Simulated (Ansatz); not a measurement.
# HfB2W3: the cost of one run

Program: Ansatz 0.2.0. Level of theory: DFT PBE, scalar-relativistic, plane waves, PAW. These are calculated values, not measurements.

3 further runs of the same task are left out: 2 that didn't finish, 1 set aside as unsound or not needed.

### Step 1. The system as given

Symmetry: P-3m1, No. 164, trigonal system. The conventional cell has a = 4.106 Å, b = 4.106 Å, c = 5.861 Å, α = 90.00°, β = 90.00°, γ = 120.00°. Hf (site symmetry -3m) is surrounded by 6 B at 2.83 Å and 8 W at 2.93 to 3.05 Å. B (site symmetry 3m) is surrounded by 7 W at 2.40 to 2.75 Å and 3 Hf at 2.83 Å. W (site symmetry -3m) has 6 W at 2.58 Å and 6 B at 2.75 Å and 2 Hf at 2.93 Å as nearest neighbours. W (site symmetry 3m) has 4 B at 2.40 Å and 3 W at 2.58 Å as nearest neighbours.

Coordinates:

```cif
data_structure
_symmetry_space_group_name_H-M 'P-3m1'
_symmetry_Int_Tables_number 164
_cell_length_a 4.1063
_cell_length_b 4.1063
_cell_length_c 5.8615
_cell_angle_alpha 90.000
_cell_angle_beta 90.000
_cell_angle_gamma 120.000
_cell_volume 85.60
loop_
_atom_site_label
_atom_site_type_symbol
_atom_site_symmetry_multiplicity
_atom_site_Wyckoff_symbol
_atom_site_fract_x
_atom_site_fract_y
_atom_site_fract_z
_atom_site_occupancy
Hf1 Hf 1 a 0.00000 0.00000 0.00000 1
B1 B 2 d 0.66667 0.33333 0.26319 1
W1 W 1 b 0.00000 0.00000 0.50000 1
W2 W 2 d 0.66667 0.33333 0.67322 1
```

The cell was relaxed beforehand at this level, from a database cell with other species swapped in; it is a trial structure. At a tolerance of 0.05 Å it has space group P-3m1 (No. 164); it has 14.27 Å³/atom, an uncorrected energy of +0.35 eV/atom over the elements.

### Step 2. Static run: bands, density of states and charges

The input, input.yaml:

```yaml
crystal:
  lattice:
    - [4.1063454913, 0.0, 0.0]
    - [-2.0531727456, 3.5561995122, 0.0]
    - [0.0, 0.0, 5.8614937152]
  atoms:
    - { symbol: Hf, position: [0.0, 0.0, 0.0] }
    - { symbol: B, position: [0.6666666667, 0.3333333333, 0.2631861125] }
    - { symbol: B, position: [0.3333333333, 0.6666666667, 0.7368138875] }
    - { symbol: W, position: [0.0, 0.0, 0.5] }
    - { symbol: W, position: [0.6666666667, 0.3333333333, 0.6732181558] }
    - { symbol: W, position: [0.3333333333, 0.6666666667, 0.3267818442] }
basis:
  ecutwfc: 420
kpoints:
  mp_grid: { grid: [12, 12, 6] }
  band_path:
    path:
      - [[0.0, 0.0, 0.0], [0.5, 0.0, 0.0], [0.33333333, 0.33333333, 0.0], [0.0, 0.0, 0.0], [0.0, 0.0, 0.5], [0.5, 0.0, 0.5], [0.33333333, 0.33333333, 0.5], [0.0, 0.0, 0.5]]
      - [[0.5, 0.0, 0.5], [0.5, 0.0, 0.0]]
      - [[0.33333333, 0.33333333, 0.5], [0.33333333, 0.33333333, 0.0]]
    npoints: 14
hamiltonian:
  xc: pbe
scf:
  occupations: { method: gaussian, width: 0.1 }
  n_extra_bands: 15
output:
  forces: true
  stress: true
  eigenvalues: true
  populations: true
  dos: { projected: true, de: 0.02, nscf_kmesh: { grid: [15, 15, 8] } }
  bader: true
```

Launch:

```sh
$ ansatz run input.yaml --threads 1 --pin off --max-ram 2560MiB --backend cpu --events-out ev --progress --plain --runs-dir out
```

What time and memory should one allow on 1 thread of Intel Xeon at 2.70GHz, shared host?

About 2.1 min, with a peak of 0.8 GiB.
